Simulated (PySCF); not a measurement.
**The bond of CaO−, level by level**

What are the lowest state that PBE0 finds, the bond length, vibrational wavenumber and bond energy of CaO−, and how much do these hang on the method?

The runs use PySCF 2.14.0; Ca def2-SVPD, O def2-SVPD, no relativity.

3 further runs of the same task are left out: 3 set aside as unsound or not needed.

## (1) Set-up

The job is set up so:

```yaml
atoms: Ca, O
charge: -1
basis: Ca def2-SVPD, O def2-SVPD
Hamiltonian: no relativity
basis_functions: 50
electrons_treated: 29
masses_in_u: 39.9626, 15.9949
levels: PBE0, PBE, r²SCAN, B97-3, r²SCANh, BHandHLYP, HSE06, MP2, SCS-MP2, CCSD, CCSD(T)
grid: 80 radial by 434 angular points
occupations: held fixed by the projection of orbital angular momentum
dissociation_limit: Ca + O−, each in its ground configuration
starting_distance_in_angstrom: 2.290
values_of_2S_to_try: 1, 3
```

Run with:

```console
$ OMP_NUM_THREADS=1 python dia.py task.json out
```

The runs that follow: First curve: PBE0; Other states along the same grid; PBE (GGA); r²SCAN (meta-GGA); B97-3 (global hybrid GGA); r²SCANh; BHandHLYP (global hybrid GGA); HSE06; Adding correlation.

**Question.** What will these runs give? Wanted: for each run, Re; ωe; De; μ.

As calculated:

Lowest PBE0 solution found, without spin–orbit coupling: ²Σ⁺ (doublet), unpaired electrons σ ↑. State 2 has its PBE0 minimum 0.77 eV higher. The other levels ran on the lowest alone.

```
    level  Re (Å)  ωe (cm⁻¹)  De (eV)  μ (D)
      PBE   1.901        667     4.21  -1.50
   r²SCAN   1.894        697     4.17  -1.62
  r²SCANh   1.891        704     3.96  -1.87
     PBE0   1.886        706     3.71  -1.97
    B97-3   1.905        679     3.46  -2.04
    HSE06   1.889        702     3.70  -2.05
BHandHLYP   1.894        721     2.97  -2.99
```

De is counted to Ca + O− in their ground configurations. A positive dipole points from Ca to O; in an ion it is taken about the centre of mass and does not tell which atom is negative. No constants: UHF-MP2 (the points don't follow one smooth fit); UHF-SCS-MP2 (the points don't follow one smooth fit); UHF-CCSD (the points don't follow one smooth fit); UHF-CCSD(T) (the points don't follow one smooth fit).

**Reading.** Bond lengths run from 1.886 Å (PBE0) to 1.905 Å (B97-3). Among the levels with a De in the table, it runs from 2.97 eV (BHandHLYP) to 4.21 eV (PBE).

Correlated steps freeze 6 core orbitals. T1 is 0.041 near the minimum (highest on the curve 0.070), which may point to more than one leading configuration. With some functionals the highest level of the anion is positive, from self-interaction error or because the anion is truly unbound there; the finite basis then holds the extra electron, and no neutral molecule was run to test the binding.
